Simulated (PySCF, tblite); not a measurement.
# C₆H₁₂F radical: geometry, infrared bands and EPR parameters

Aim: predict the infrared bands and EPR parameters of C₆H₁₂F radical (`C[C](C)C(C)(C)F`).

Computed with tblite 0.8.0 and PySCF 2.14.0, with density-fitted response routines of our own, on a single molecule in the gas phase. Atoms are numbered from 0 throughout.

## (1) The starting structure

19 atoms, charge 0, multiplicity 2; geometry from: force field or distance geometry start.

Bonds of the start (Å): C0–C1 1.49, C1–C2 1.48, C1–C3 1.51, C3–C4 1.51, C3–C5 1.53, C3–F6 1.37, C0–H7 1.10, C0–H8 1.09, C0–H9 1.09, C2–H10 1.10, C2–H11 1.09, C2–H12 1.11, C4–H13 1.09, C4–H14 1.10, C4–H15 1.09, C5–H16 1.10, C5–H17 1.10, C5–H18 1.10.

## (2) Geometry optimisation with GFN2-xTB

Job settings and geometry (Å):

```
{"job": {"kind": "relax", "xc": "GFN2-xTB", "basis": "xTB"}, "charge": 0, "multiplicity": 2}
C     -0.806900     1.549400     0.464700
C     -0.762100     0.101700     0.123900
C     -2.009600    -0.594900    -0.271000
C      0.558800    -0.579600    -0.139600
C      1.363500     0.118700    -1.211300
C      1.374700    -0.733400     1.145400
F      0.325500    -1.853700    -0.591900
H     -1.672800     1.773600     1.106500
H     -0.896600     2.143700    -0.447700
H      0.073000     1.877500     1.010400
H     -2.114700    -0.601400    -1.366100
H     -2.035900    -1.626800     0.090200
H     -2.902100    -0.086100     0.151300
H      1.676400     1.126700    -0.921300
H      0.779200     0.206300    -2.142000
H      2.262400    -0.453200    -1.450200
H      1.690100     0.237500     1.560500
H      2.279000    -1.333000     0.958400
H      0.808300    -1.263400     1.922300
```

Command:

```bash
$ OMP_NUM_THREADS=1 python probes_run.py task.json out
```

One launch serves the whole session: the jobs run in the order shown.

**Question.** This job is followed by: GFN2-xTB harmonic vibrations, gas phase; UKS B3LYP, pcH-1 on C F H, non-relativistic, mean-field spin-orbit, GIAO. What will the session give for the following? strongest single infrared mode (GFN2-xTB); zero-point energy (GFN2-xTB); g(iso) (B3LYP); ⟨S²⟩; largest a(iso) (averaged by class); potential on the surface of density 0.002 e/bohr³, 1st and 99th percentile.

The runs gave:

```
                                                                  quantity                 value
                                 strongest single infrared mode (GFN2-xTB)  1150 cm⁻¹, 90 km/mol
                                              zero-point energy (GFN2-xTB)        101.8 kcal/mol
                                                            g(iso) (B3LYP)               2.00261
                                                                      ⟨S²⟩    0.754 (exact 0.75)
                                        largest a(iso) (averaged by class)  13C on C1, 100.5 MHz
potential on the surface of density 0.002 e/bohr³, 1st and 99th percentile    -1.17 V and 0.86 V
```

The optimisation took 55 steps and gained 0.074 eV; among the close pairs (by a distance rule), C3–F6 changed most, from 1.372 to 1.399 Å. No mode is imaginary among the 51: a minimum at this level. The strongest single mode, at 1150 cm⁻¹, has its largest shares on C3, H16 and H13 (the list is cut at 3 atoms). GFN2-xTB is a fitted tight-binding method: band positions and strengths are rough. Its intensities can rank the bands wrongly. Most of the unpaired spin sits on C1 (0.98 e). The isotropic g lies 0.3 ppt above the free-electron value. These values are for one conformer; the search (at its own cheap level) found 1 more, at 0.38 kcal/mol, and measured spectra average over such forms.
